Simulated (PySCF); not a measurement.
# [F2Ni(mu-NH2)2NiF2]2-: magnetic exchange

Aim: compute the magnetic exchange of [F2Ni(mu-NH2)2NiF2]2-.

Computed with PySCF 2.14.0 and routines of our own; the level stands in each step. Atoms count from 0.

### Step 1. The starting structure

12 atoms, charge -2, high-spin multiplicity 5; geometry from: idealised, bond lengths from ionic radii.

The system (edge-sharing dimer): [F2Ni(mu-NH2)2NiF2]2-. The metals (Ni(II), Ni(II)) are 2.81 Å apart; the bridge angle is 92°; the spin sites are atom 0 (2 unpaired) and atom 1 (2 unpaired).

### Step 2. Magnetic exchange: B3LYP/def2-SVP H:def2-SV(P) in water

Job settings and geometry (Å):

```
{"job": {"kind": "bs", "xc": "B3LYP", "basis": {"default": "def2-SVP", "H": "def2-SV(P)"}, "grid": 1, "solvent": "water"}, "charge": -2, "high_spin_multiplicity": 5, "spin_sites": [[[0], 2], [[1], 2]]}
Ni    -1.403400    -0.000000    -0.000000
Ni     1.403400    -0.000000    -0.000000
N      0.000000     1.348200    -0.000000
H      0.000000     1.960200    -0.816000
H      0.000000     1.960200     0.816000
N      0.000000    -1.348200     0.000000
H      0.000000    -1.960200    -0.816000
H      0.000000    -1.960200     0.816000
F     -2.439500     0.000000     1.544700
F     -2.439500    -0.000000    -1.544700
F      2.439500    -0.000000    -1.544700
F      2.439500     0.000000     1.544700
```

Level: B3LYP/def2-SVP H:def2-SV(P) high-spin and broken-symmetry single points, IEF-PCM water.

Run with:

```sh
$ OMP_NUM_THREADS=1 python exch_run.py task.json out
```

One launch serves the whole session: the jobs run in the order shown.

The log of the run:

```text
high-spin state, multiplicity 5
final grid: 56208 points
cycle   1  E = -3483.0075699821  dE =  4.185e+01  |g| = 6.322e+00  |ddm| = 1.993e+01
cycle   2  E = -3422.9144264791  dE =  6.009e+01  |g| = 9.622e+00  |ddm| = 2.665e+01
cycle   3  E = -3511.5447201249  dE = -8.863e+01  |g| = 5.670e+00  |ddm| = 1.939e+01
cycle   4  E = -3523.3957560384  dE = -1.185e+01  |g| = 3.112e+00  |ddm| = 4.936e+00
cycle   5  E = -3523.6416249064  dE = -2.459e-01  |g| = 2.912e+00  |ddm| = 3.011e+00
cycle   6  E = -3526.5979237264  dE = -2.956e+00  |g| = 1.672e+00  |ddm| = 1.887e+00
cycle   7  E = -3527.0734447503  dE = -4.755e-01  |g| = 1.183e+00  |ddm| = 6.949e-01
cycle   8  E = -3527.4123666777  dE = -3.389e-01  |g| = 7.389e-01  |ddm| = 5.357e-01
cycle   9  E = -3527.5775786106  dE = -1.652e-01  |g| = 3.654e-01  |ddm| = 4.544e-01
cycle  10  E = -3527.6172794203  dE = -3.970e-02  |g| = 1.071e-01  |ddm| = 2.054e-01
cycle  11  E = -3527.6211159925  dE = -3.837e-03  |g| = 2.821e-02  |ddm| = 9.219e-02
cycle  12  E = -3527.6213032277  dE = -1.872e-04  |g| = 2.073e-02  |ddm| = 3.157e-02
cycle  13  E = -3527.6214450234  dE = -1.418e-04  |g| = 6.392e-03  |ddm| = 1.592e-02
cycle  14  E = -3527.6214660467  dE = -2.102e-05  |g| = 8.787e-04  |ddm| = 8.620e-03
cycle  15  E = -3527.6214675910  dE = -1.544e-06  |g| = 4.293e-04  |ddm| = 2.512e-03
cycle  16  E = -3527.6214682934  dE = -7.024e-07  |g| = 2.061e-04  |ddm| = 2.154e-03
cycle  17  E = -3527.6214684882  dE = -1.948e-07  |g| = 9.974e-05  |ddm| = 1.264e-03
cycle  18  E = -3527.6214685291  dE = -4.093e-08  |g| = 5.945e-05  |ddm| = 6.285e-04
cycle  19  E = -3527.6214685358  dE = -6.697e-09  |g| = 3.700e-05  |ddm| = 2.396e-04
converged SCF energy = -3527.6214685358

broken-symmetry state, M_S = 0, start: spins of the second site flipped
final grid: 56208 points
cycle   1  E = -3527.6218229860  dE = -4.618e-03  |g| = 1.045e-02  |ddm| = 1.229e-01
cycle   2  E = -3527.6219117078  dE = -8.872e-05  |g| = 7.622e-03  |ddm| = 2.166e-02
cycle   3  E = -3527.6219214680  dE = -9.760e-06  |g| = 6.491e-03  |ddm| = 9.733e-03
cycle   4  E = -3527.6219342085  dE = -1.274e-05  |g| = 1.694e-03  |ddm| = 5.317e-03
cycle   5  E = -3527.6219353816  dE = -1.173e-06  |g| = 3.645e-04  |ddm| = 1.519e-03
cycle   6  E = -3527.6219354741  dE = -9.247e-08  |g| = 2.346e-04  |ddm| = 6.289e-04
cycle   7  E = -3527.6219355069  dE = -3.285e-08  |g| = 7.212e-05  |ddm| = 2.711e-04
cycle   8  E = -3527.6219355256  dE = -1.864e-08  |g| = 4.115e-05  |ddm| = 3.140e-04
cycle   9  E = -3527.6219355356  dE = -1.003e-08  |g| = 1.495e-05  |ddm| = 3.444e-04
cycle  10  E = -3527.6219355370  dE = -1.443e-09  |g| = 7.737e-06  |ddm| = 1.326e-04
converged SCF energy = -3527.6219355370

<S^2> high spin = 6.0052, broken symmetry = 1.9925
E(HS) - E(BS) = 102.49 cm-1
J_noodleman = -25.62 cm-1
J_unprojected = -17.08 cm-1
J_yamaguchi = -25.54 cm-1
```

Wall time 54 s (1 thread of Arm Neoverse N1, shared host); peak memory 0.67 GiB.

J and the spin gap of this run are not to be taken as properties: a site is orbitally degenerate, where a spin-only model fails.

Mulliken spin populations of the high-spin state:

| atom | value (e) |
| --- | --- |
| Ni0 | 1.76 |
| Ni1 | 1.76 |
| N2 | 0.15 |
| H3 | 0.00 |
| H4 | 0.00 |
| N5 | 0.15 |
| H6 | 0.00 |
| H7 | 0.00 |
| F8 | 0.05 |
| F9 | 0.05 |
| F10 | 0.05 |
| F11 | 0.05 |

### Step 3. Magnetic exchange: CASSCF and SC-NEVPT2/def2-SVP H:def2-SV(P) (4,4) in water

Settings changed since step 2:

```diff
@@ -1,2 +1,2 @@
-{"job": {"kind": "bs", "xc": "B3LYP", "basis": {"default": "def2-SVP", "H": "def2-SV(P)"}, "grid": 1, "solvent": "water"}, "charge": -2, "high_spin_multiplicity": 5, "spin_sites": [[[0], 2], [[1], 2]]}
+{"job": {"kind": "cas", "xc": "B3LYP", "basis": {"default": "def2-SVP", "H": "def2-SV(P)"}, "grid": 1, "active": "magnetic", "zfs": false, "npt": 3, "solvent": "water"}, "charge": -2, "high_spin_multiplicity": 5, "spin_sites": [[[0], 2], [[1], 2]]}
 Ni    -1.403400    -0.000000    -0.000000
```

With the program's defaults for keys left out, this is: CASSCF and SC-NEVPT2/def2-SVP H:def2-SV(P) spin states, IEF-PCM water.

The log of the run:

```text
start orbitals: natural orbitals of the high-spin B3LYP determinant (converged)
active space: 4 electrons in 4 orbitals, 54 closed; orbitals optimised for multiplicities 5 3 1
macro   0  E = -3522.1758887930  dE =  0.000e+00  |g| = 1.107e+00
macro   1  E = -3522.2934567806  dE = -1.176e-01  |g| = 2.759e-01
macro   2  E = -3522.3115894933  dE = -1.813e-02  |g| = 1.469e-01
macro   3  E = -3522.3126227735  dE = -1.033e-03  |g| = 5.024e-02
macro   4  E = -3522.3127939618  dE = -1.712e-04  |g| = 8.763e-03
macro   5  E = -3522.3128156766  dE = -2.171e-05  |g| = 5.796e-03
macro   6  E = -3522.3128363638  dE = -2.069e-05  |g| = 5.705e-03
macro   7  E = -3522.3128594500  dE = -2.309e-05  |g| = 6.636e-03
macro   8  E = -3522.3128722456  dE = -1.280e-05  |g| = 4.182e-03
macro   9  E = -3522.3128751251  dE = -2.880e-06  |g| = 1.404e-03
macro  10  E = -3522.3128753705  dE = -2.454e-07  |g| = 5.068e-04
macro  11  E = -3522.3128753882  dE = -1.771e-08  |g| = 1.481e-04
CASSCF converged, mean energy = -3522.3128753882
2S+1 = 5  root 0  E(CAS) = -3522.31260986  E(NEVPT2) = -3524.04988131  occupations 1.000 1.000 1.000 1.000
2S+1 = 3  root 0  E(CAS) = -3522.31292901  E(NEVPT2) = -3524.05036090  occupations 1.031 1.006 0.994 0.969
2S+1 = 1  root 0  E(CAS) = -3522.31308730  E(NEVPT2) = -3524.05060344  occupations 1.047 1.010 0.990 0.953
```

Run time: 17 s. Hardware: 1 thread of Arm Neoverse N1, shared host; peak memory 0.64 GiB.

The solvent's field is frozen at that of the high-spin determinant; only differences between these total energies have meaning.

J and the spin gap of this run are not to be taken as properties: a site is orbitally degenerate, where a spin-only model fails.

### Step 4. Magnetic exchange: M06-2X/def2-SVP H:def2-SV(P) in water

Settings changed since step 3:

```diff
@@ -1,2 +1,2 @@
-{"job": {"kind": "cas", "xc": "B3LYP", "basis": {"default": "def2-SVP", "H": "def2-SV(P)"}, "grid": 1, "active": "magnetic", "zfs": false, "npt": 3, "solvent": "water"}, "charge": -2, "high_spin_multiplicity": 5, "spin_sites": [[[0], 2], [[1], 2]]}
+{"job": {"kind": "bs", "xc": "M06-2X", "basis": {"default": "def2-SVP", "H": "def2-SV(P)"}, "grid": 2, "solvent": "water"}, "charge": -2, "high_spin_multiplicity": 5, "spin_sites": [[[0], 2], [[1], 2]]}
 Ni    -1.403400    -0.000000    -0.000000
```

Method: M06-2X/def2-SVP H:def2-SV(P) high-spin and broken-symmetry single points, IEF-PCM water.

The log of the run:

```text
high-spin state, multiplicity 5
final grid: 115968 points
cycle   1  E = -3527.2762832758  dE = -2.018e-02  |g| = 3.534e-02  |ddm| = 3.218e-01
cycle   2  E = -3527.2777338412  dE = -1.451e-03  |g| = 3.403e-02  |ddm| = 6.844e-02
cycle   3  E = -3527.2781235810  dE = -3.897e-04  |g| = 8.072e-03  |ddm| = 2.442e-02
cycle   4  E = -3527.2782584257  dE = -1.348e-04  |g| = 3.102e-03  |ddm| = 2.102e-02
cycle   5  E = -3527.2782670742  dE = -8.648e-06  |g| = 1.340e-03  |ddm| = 5.649e-03
cycle   6  E = -3527.2782684946  dE = -1.420e-06  |g| = 5.173e-04  |ddm| = 1.784e-03
cycle   7  E = -3527.2782690309  dE = -5.363e-07  |g| = 3.018e-04  |ddm| = 1.148e-03
cycle   8  E = -3527.2782693094  dE = -2.785e-07  |g| = 2.543e-04  |ddm| = 7.231e-04
cycle   9  E = -3527.2782696079  dE = -2.985e-07  |g| = 1.887e-04  |ddm| = 9.324e-04
cycle  10  E = -3527.2782699978  dE = -3.899e-07  |g| = 9.273e-05  |ddm| = 1.912e-03
cycle  11  E = -3527.2782700918  dE = -9.391e-08  |g| = 2.562e-05  |ddm| = 1.237e-03
cycle  12  E = -3527.2782700958  dE = -4.085e-09  |g| = 8.244e-06  |ddm| = 2.718e-04
converged SCF energy = -3527.2782700958

broken-symmetry state, M_S = 0, start: spins of the second site flipped
final grid: 115968 points
cycle   1  E = -3527.2784688084  dE = -5.520e-03  |g| = 1.796e-02  |ddm| = 9.672e-02
cycle   2  E = -3527.2787679494  dE = -2.991e-04  |g| = 6.083e-03  |ddm| = 2.640e-02
cycle   3  E = -3527.2788020561  dE = -3.411e-05  |g| = 4.562e-03  |ddm| = 1.234e-02
cycle   4  E = -3527.2788096348  dE = -7.579e-06  |g| = 7.626e-04  |ddm| = 3.825e-03
cycle   5  E = -3527.2788101262  dE = -4.914e-07  |g| = 4.068e-04  |ddm| = 1.512e-03
cycle   6  E = -3527.2788102135  dE = -8.730e-08  |g| = 1.360e-04  |ddm| = 4.100e-04
cycle   7  E = -3527.2788102479  dE = -3.437e-08  |g| = 7.974e-05  |ddm| = 3.390e-04
cycle   8  E = -3527.2788102581  dE = -1.022e-08  |g| = 5.285e-05  |ddm| = 1.264e-04
cycle   9  E = -3527.2788102723  dE = -1.427e-08  |g| = 4.045e-05  |ddm| = 2.081e-04
cycle  10  E = -3527.2788102881  dE = -1.571e-08  |g| = 2.431e-05  |ddm| = 3.300e-04
cycle  11  E = -3527.2788102955  dE = -7.453e-09  |g| = 7.470e-06  |ddm| = 3.541e-04
converged SCF energy = -3527.2788102955

<S^2> high spin = 6.0087, broken symmetry = 2.0047
E(HS) - E(BS) = 118.56 cm-1
J_noodleman = -29.64 cm-1
J_unprojected = -19.76 cm-1
J_yamaguchi = -29.61 cm-1
```

Wall time 89 s (1 thread of Arm Neoverse N1, shared host); peak memory 0.76 GiB.

J and the spin gap of this run are not to be taken as properties: a site is orbitally degenerate, where a spin-only model fails.

### Step 5. Magnetic exchange: CASSCF and SC-NEVPT2/def2-SVP H:def2-SV(P) (8,6) in water

Settings changed since step 4:

```diff
@@ -1,2 +1,2 @@
-{"job": {"kind": "bs", "xc": "M06-2X", "basis": {"default": "def2-SVP", "H": "def2-SV(P)"}, "grid": 2, "solvent": "water"}, "charge": -2, "high_spin_multiplicity": 5, "spin_sites": [[[0], 2], [[1], 2]]}
+{"job": {"kind": "cas", "xc": "B3LYP", "basis": {"default": "def2-SVP", "H": "def2-SV(P)"}, "grid": 1, "active": "bridge", "max": 6, "zfs": false, "npt": 2, "solvent": "water"}, "charge": -2, "high_spin_multiplicity": 5, "spin_sites": [[[0], 2], [[1], 2]]}
 Ni    -1.403400    -0.000000    -0.000000
```

Method: CASSCF and SC-NEVPT2/def2-SVP H:def2-SV(P) spin states, IEF-PCM water.

The log of the run:

```text
start orbitals: natural orbitals of the high-spin B3LYP determinant (converged)
active space: 8 electrons in 6 orbitals, 52 closed; orbitals optimised for multiplicities 5 3 1
macro   0  E = -3522.1938623343  dE =  0.000e+00  |g| = 1.153e+00
macro   1  E = -3522.2991906125  dE = -1.053e-01  |g| = 2.822e-01
macro   2  E = -3522.3111704737  dE = -1.198e-02  |g| = 1.812e-01
macro   3  E = -3522.3127561180  dE = -1.586e-03  |g| = 3.327e-02
macro   4  E = -3522.3128308428  dE = -7.472e-05  |g| = 9.584e-02
macro   5  E = -3522.3123167036  step rejected
macro   6  E = -3522.3128118121  step rejected
macro   7  E = -3522.3128392764  dE = -8.434e-06  |g| = 9.166e-03
macro   8  E = -3522.3128597874  dE = -2.051e-05  |g| = 9.225e-03
macro   9  E = -3522.3128770436  dE = -1.726e-05  |g| = 1.334e-02
macro  10  E = -3522.3128994223  dE = -2.238e-05  |g| = 1.303e-02
macro  11  E = -3522.3129056431  dE = -6.221e-06  |g| = 1.488e-02
macro  12  E = -3522.3129075351  dE = -1.892e-06  |g| = 6.752e-03
macro  13  E = -3522.3129079120  dE = -3.769e-07  |g| = 2.983e-03
macro  14  E = -3522.3129078724  step rejected
macro  15  E = -3522.3129079493  dE = -3.727e-08  |g| = 3.266e-03
macro  16  E = -3522.3129067612  step rejected
macro  17  E = -3522.3129079279  step rejected
macro  18  E = -3522.3129079730  dE = -2.370e-08  |g| = 9.802e-04
macro  19  E = -3522.3129080143  dE = -4.132e-08  |g| = 3.221e-03
macro  20  E = -3522.3129080533  dE = -3.896e-08  |g| = 1.470e-04
CASSCF converged, mean energy = -3522.3129080533
2S+1 = 5  root 0  E(CAS) = -3522.31263457  E(NEVPT2) = -3524.04482058  occupations 2.000 2.000 1.000 1.000 1.000 1.000
2S+1 = 3  root 0  E(CAS) = -3522.31296321  E(NEVPT2) = -3524.04500875  occupations 2.000 2.000 1.032 1.007 0.993 0.968
2S+1 = 1  root 0  E(CAS) = -3522.31312638  occupations 2.000 2.000 1.048 1.010 0.990 0.952
```

Wall time 20 s (1 thread of Arm Neoverse N1, shared host); peak memory 0.76 GiB.

The solvent's field is frozen at that of the high-spin determinant; only differences between these total energies have meaning.

J and the spin gap of this run are not to be taken as properties: a site is orbitally degenerate, where a spin-only model fails; an active orbital stays filled, so NEVPT2 hangs on an arbitrary choice.

### Step 6. Magnetic exchange: B3LYP/x2c-SVPall, X2C in water, grid 4

Settings changed since step 5:

```diff
@@ -1,2 +1,2 @@
-{"job": {"kind": "cas", "xc": "B3LYP", "basis": {"default": "def2-SVP", "H": "def2-SV(P)"}, "grid": 1, "active": "bridge", "max": 6, "zfs": false, "npt": 2, "solvent": "water"}, "charge": -2, "high_spin_multiplicity": 5, "spin_sites": [[[0], 2], [[1], 2]]}
+{"job": {"kind": "bs", "xc": "B3LYP", "basis": "x2c-SVPall", "grid": 4, "solvent": "water", "x2c": true}, "charge": -2, "high_spin_multiplicity": 5, "spin_sites": [[[0], 2], [[1], 2]]}
 Ni    -1.403400    -0.000000    -0.000000
```

Level: B3LYP/x2c-SVPall high-spin and broken-symmetry single points, scalar X2C, IEF-PCM water.

The log of the run:

```text
high-spin state, multiplicity 5
final grid: 294688 points
cycle   1  E = -3504.7851008287  dE =  4.540e+01  |g| = 6.570e+00  |ddm| = 1.893e+01
cycle   2  E = -3439.2047125458  dE =  6.558e+01  |g| = 1.007e+01  |ddm| = 3.926e+01
cycle   3  E = -3535.6875004875  dE = -9.648e+01  |g| = 5.860e+00  |ddm| = 3.387e+01
cycle   4  E = -3547.4365973860  dE = -1.175e+01  |g| = 3.361e+00  |ddm| = 6.022e+00
cycle   5  E = -3548.1642080448  dE = -7.276e-01  |g| = 3.072e+00  |ddm| = 3.029e+00
cycle   6  E = -3551.5986085633  dE = -3.434e+00  |g| = 1.630e+00  |ddm| = 1.926e+00
cycle   7  E = -3552.0911077068  dE = -4.925e-01  |g| = 1.084e+00  |ddm| = 8.641e-01
cycle   8  E = -3552.4209364794  dE = -3.298e-01  |g| = 6.138e-01  |ddm| = 5.802e-01
cycle   9  E = -3552.5469579954  dE = -1.260e-01  |g| = 2.755e-01  |ddm| = 4.214e-01
cycle  10  E = -3552.5691081102  dE = -2.215e-02  |g| = 8.206e-02  |ddm| = 1.775e-01
cycle  11  E = -3552.5697003352  dE = -5.922e-04  |g| = 7.487e-02  |ddm| = 7.973e-02
cycle  12  E = -3552.5715012180  dE = -1.801e-03  |g| = 1.661e-02  |ddm| = 5.031e-02
cycle  13  E = -3552.5716125984  dE = -1.114e-04  |g| = 4.555e-03  |ddm| = 1.584e-02
cycle  14  E = -3552.5716254089  dE = -1.281e-05  |g| = 1.467e-03  |ddm| = 6.539e-03
cycle  15  E = -3552.5716272941  dE = -1.885e-06  |g| = 3.883e-04  |ddm| = 2.610e-03
cycle  16  E = -3552.5716279613  dE = -6.673e-07  |g| = 2.784e-04  |ddm| = 1.727e-03
cycle  17  E = -3552.5716285014  dE = -5.401e-07  |g| = 2.134e-04  |ddm| = 1.801e-03
cycle  18  E = -3552.5716290205  dE = -5.191e-07  |g| = 1.907e-04  |ddm| = 2.050e-03
cycle  19  E = -3552.5716292072  dE = -1.867e-07  |g| = 1.986e-04  |ddm| = 8.112e-04
cycle  20  E = -3552.5716296601  dE = -4.529e-07  |g| = 1.575e-04  |ddm| = 2.093e-03
cycle  21  E = -3552.5716299948  dE = -3.347e-07  |g| = 1.488e-04  |ddm| = 1.700e-03
cycle  22  E = -3552.5716308042  dE = -8.095e-07  |g| = 1.243e-04  |ddm| = 4.983e-03
cycle  23  E = -3552.5716314479  dE = -6.436e-07  |g| = 7.707e-05  |ddm| = 6.224e-03
cycle  24  E = -3552.5716316603  dE = -2.124e-07  |g| = 6.561e-05  |ddm| = 4.886e-03
cycle  25  E = -3552.5716316720  dE = -1.178e-08  |g| = 2.462e-05  |ddm| = 8.494e-04
cycle  26  E = -3552.5716316745  dE = -2.487e-09  |g| = 1.741e-05  |ddm| = 4.093e-04
converged SCF energy = -3552.5716316745

broken-symmetry state, M_S = 0, start: spins of the second site flipped
final grid: 294688 points
cycle   1  E = -3552.5720038666  dE = -5.124e-03  |g| = 1.209e-02  |ddm| = 1.316e-01
cycle   2  E = -3552.5720999532  dE = -9.609e-05  |g| = 1.233e-02  |ddm| = 2.571e-02
cycle   3  E = -3552.5721351448  dE = -3.519e-05  |g| = 7.654e-03  |ddm| = 1.310e-02
cycle   4  E = -3552.5721521824  dE = -1.704e-05  |g| = 2.751e-03  |ddm| = 6.506e-03
cycle   5  E = -3552.5721553896  dE = -3.207e-06  |g| = 4.354e-04  |ddm| = 2.266e-03
cycle   6  E = -3552.5721555120  dE = -1.224e-07  |g| = 3.328e-04  |ddm| = 7.350e-04
cycle   7  E = -3552.5721555730  dE = -6.096e-08  |g| = 9.007e-05  |ddm| = 3.614e-04
cycle   8  E = -3552.5721555975  dE = -2.452e-08  |g| = 5.153e-05  |ddm| = 3.374e-04
cycle   9  E = -3552.5721556125  dE = -1.500e-08  |g| = 1.964e-05  |ddm| = 4.143e-04
cycle  10  E = -3552.5721556140  dE = -1.523e-09  |g| = 1.572e-05  |ddm| = 1.524e-04
converged SCF energy = -3552.5721556140

<S^2> high spin = 6.0072, broken symmetry = 1.9923
E(HS) - E(BS) = 114.99 cm-1
J_noodleman = -28.75 cm-1
J_unprojected = -19.17 cm-1
J_yamaguchi = -28.64 cm-1
```

Wall time 4 min (1 thread of Arm Neoverse N1, shared host); peak memory 0.97 GiB.

J and the spin gap of this run are not to be taken as properties: a site is orbitally degenerate, where a spin-only model fails.

### Step 7. Magnetic exchange: CASSCF and SC-NEVPT2/def2-SVP H:def2-SV(P) (4,4) in water

Settings changed since step 6:

```diff
@@ -1,2 +1,2 @@
-{"job": {"kind": "bs", "xc": "B3LYP", "basis": "x2c-SVPall", "grid": 4, "solvent": "water", "x2c": true}, "charge": -2, "high_spin_multiplicity": 5, "spin_sites": [[[0], 2], [[1], 2]]}
+{"job": {"kind": "cas", "xc": "B3LYP", "basis": {"default": "def2-SVP", "H": "def2-SV(P)"}, "grid": 1, "active": "empty", "max": 6, "zfs": false, "npt": 2, "solvent": "water", "max_cycle": 10}, "charge": -2, "high_spin_multiplicity": 5, "spin_sites": [[[0], 2], [[1], 2]]}
 Ni    -1.403400    -0.000000    -0.000000
```

Method: CASSCF and SC-NEVPT2/def2-SVP H:def2-SV(P) spin states, IEF-PCM water.

The log of the run:

```text
start orbitals: natural orbitals of the high-spin B3LYP determinant (converged)
active space: 4 electrons in 4 orbitals, 54 closed; orbitals optimised for multiplicities 5 3 1
macro   0  E = -3519.8970123841  dE =  0.000e+00  |g| = 4.343e+00
macro   1  E = -3520.4137180011  dE = -5.167e-01  |g| = 1.781e+00
macro   2  E = -3520.5963462636  dE = -1.826e-01  |g| = 1.338e+00
macro   3  E = -3520.7703695707  dE = -1.740e-01  |g| = 1.582e+00
macro   4  E = -3520.8867174537  dE = -1.163e-01  |g| = 2.697e+00
macro   5  E = -3521.4178401204  dE = -5.311e-01  |g| = 1.574e+00
macro   6  E = -3521.5960610555  dE = -1.782e-01  |g| = 1.378e+00
macro   7  E = -3521.7541342867  dE = -1.581e-01  |g| = 4.971e-01
macro   8  E = -3521.8378804135  dE = -8.375e-02  |g| = 3.932e-01
macro   9  E = -3521.9037216288  dE = -6.584e-02  |g| = 2.347e-01
macro  10  E = -3521.9254936293  dE = -2.177e-02  |g| = 1.388e-01
CASSCF not converged, mean energy = -3521.9254936293
2S+1 = 5  root 0  E(CAS) = -3521.87260110  E(NEVPT2) = -3524.10061611  occupations 1.000 1.000 1.000 1.000
2S+1 = 3  root 0  E(CAS) = -3521.86377154  E(NEVPT2) = -3523.87866557  occupations 1.044 1.001 0.999 0.956
2S+1 = 1  root 0  E(CAS) = -3522.04010824  occupations 1.999 1.999 0.002 0.000
```

Wall time 48 s (1 thread of Arm Neoverse N1, shared host); peak memory 0.97 GiB.

Diagnosis: the input is at fault (active space started from empty orbitals), so numbers printed on the way are no properties; the log names what stopped the run.

### Step 8. Results

```
         quantity                               value
exchange coupling       no level gives a usable value
             runs  1 failed, 0 ended on unsound input
```

What this shows: Step 2 is set aside for J and the spin gap: a site is orbitally degenerate, where a spin-only model fails.
